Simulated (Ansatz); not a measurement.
# GeH2Cl (SMILES [Cl][GeH2]): UBHLYP/STO-3G

Aim: the electronic atomisation energy of GeH2Cl at UBHLYP/STO-3G, from 4 runs. 

The calculation is run with Ansatz 0.2.0.

57 further runs of the same task are left out: 6 that didn't finish, 51 set aside as unsound or not needed.

## (1) The structure to begin with

GeH2Cl: 4 atoms, total charge 0, spin state doublet. As SMILES, `[Cl][GeH2]`. Geometry: relaxed at PBE0-D4/def2-TZVP.

Bond lengths: Cl1–Ge2 2.156 Å, Ge2–H3 1.546 Å, Ge2–H4 1.546 Å. Angles: Cl1–Ge2–H3 106.8°, Cl1–Ge2–H4 106.8°, H3–Ge2–H4 112.3°.

## (2) A single-point energy at UBHLYP/STO-3G

molecule.yaml reads:

```yaml
crystal:
  periodic: [false, false, false]
  atoms:
    - symbol: Cl
      position_ang: [-1.562900, 0.305200, 0.993500]
    - symbol: Ge
      position_ang: [0.106700, -0.451100, -0.141600]
    - symbol: H
      position_ang: [0.072700, 0.259600, -1.514200]
    - symbol: H
      position_ang: [1.383400, -0.113700, 0.662300]
basis:
  gaussian:
    orbitals: STO-3G
total_charge: 0
accuracy: high
magnetization:
  spin_polarized: true
  initial_magnetization: 1
hamiltonian:
  xc: {name: BHLYP}
```

Launch:

```sh
ansatz run molecule.yaml --threads 1 --pin off --max-ram 2610MiB --events-out events.jsonl --progress --plain --runs-dir runs
```

The log of the run:

```text
Warning: RAYON_NUM_THREADS=1 ignored (pool sized by the plan → 1); use --threads N
Functional definition: BHLYP
  name "BHLYP"
  parameter a = 0.5
  exchange = (1 - a)*b88_x + a*exact_x
  correlation = lyp_c
426 factors; integrals over basis functions are off by at most 4.7e-9 eV
mean field evaluation 1: about -68286.5677 eV, gradient 8.1e0 eV
mean field evaluation 2: about -68287.2812 eV, gradient 3.4e0 eV
mean field evaluation 4: about -68287.4078 eV, gradient 1.3e-1 eV
mean field evaluation 8: about -68287.4119 eV, gradient 2.1e-3 eV
mean field evaluation 16: about -68287.4119 eV, gradient 3.4e-7 eV
mean field -68287.41193079 eV, -2509.5161015862 hartree, gradient 2.9e-8 eV, S^2 0.750637; 0 other end points of the search recorded, 0 dependent functions left out
reference -68287.41194880 eV, -2509.5161022482 hartree; 26, 25 occupied and 3, 4 virtual orbitals, 426 factors
Total energy: -68287.41194880 eV, -2509.5161022482 hartree
```

Run time: 2.5 s. Hardware: 1 thread of Arm Neoverse V1, shared host; peak memory 0.14 GiB.

## (3) The Cl atom

job.yaml reads:

```yaml
crystal:
  periodic: [false, false, false]
  atoms:
    - symbol: Cl
      position_ang: [0.000000, 0.000000, 0.000000]
basis:
  gaussian:
    orbitals: STO-3G
magnetization:
  spin_polarized: true
  initial_magnetization: 1
hamiltonian:
  xc: {name: BHLYP}
accuracy: high
```

Launch:

```sh
ansatz run job.yaml --threads 1 --pin off --max-ram 2610MiB --events-out events.jsonl --progress --plain --runs-dir runs
```

The log of the run:

```text
Warning: RAYON_NUM_THREADS=1 ignored (pool sized by the plan → 1); use --threads N
[... 5 set-up lines as earlier in the session ...]
42 factors; integrals over basis functions are off by at most 4.6e-9 eV
mean field evaluation 1: about -12385.2447 eV, gradient 4.6e-1 eV
mean field evaluation 2: about -12385.2450 eV, gradient 1.9e-2 eV
mean field evaluation 4: about -12385.2459 eV, gradient 3.4e-7 eV
mean field evaluation 8: about -12385.2459 eV, gradient 3.1e-12 eV
mean field -12385.24585734 eV, -455.1493902361 hartree, gradient 3.1e-12 eV, S^2 0.750000; 0 other end points of the search recorded, 0 dependent functions left out
reference -12385.24586843 eV, -455.1493906436 hartree; 9, 8 occupied and 0, 1 virtual orbitals, 42 factors
Total energy: -12385.24586843 eV, -455.1493906436 hartree
```

It took 0.3 s on 1 thread of Arm Neoverse V1, shared host.

## (4) The Ge atom, same level

molecule.yaml reads:

```yaml
basis:
  gaussian:
    orbitals: STO-3G
crystal:
  periodic: [false, false, false]
  atoms:
    - {symbol: Ge, position_ang: [0.000000, 0.000000, 0.000000]}
magnetization:
  spin_polarized: true
  initial_magnetization: 2
hamiltonian:
  xc: {name: BHLYP}
accuracy: high
```

Run the same way, it converges to -2052.94465 Eh (log not shown).

## (5) The H atom

job.yaml reads:

```yaml
crystal:
  periodic: [false, false, false]
  atoms:
    - {symbol: H, position_ang: [0.000000, 0.000000, 0.000000]}
basis:
  gaussian:
    orbitals: STO-3G
accuracy: high
hamiltonian:
  xc: {name: BHLYP}
magnetization:
  spin_polarized: true
  initial_magnetization: 1
```

Run the same way, it converges to -0.46466 Eh (log not shown).

## (6) What came out

Level: UBHLYP/STO-3G.

| quantity | value |
| --- | --- |
| molecule: total energy | -2509.51610 Eh |
| molecule: ⟨S²⟩ | 0.751 |
| Cl atom: total energy | -455.14939 Eh |
| Cl atom: ⟨S²⟩ | 0.750 |
| Ge atom: total energy | -2052.94465 Eh |
| Ge atom: ⟨S²⟩ | 2.000 |
| H atom: total energy | -0.46466 Eh |
| H atom: ⟨S²⟩ | 0.750 |
| electronic atomisation energy | 13.408 eV |

What this shows: Taking the molecule apart into free atoms costs 13.41 eV (309 kcal/mol), before zero-point energy and without spin-orbit coupling. In a minimal basis such a difference can be off by several eV, whatever the method.
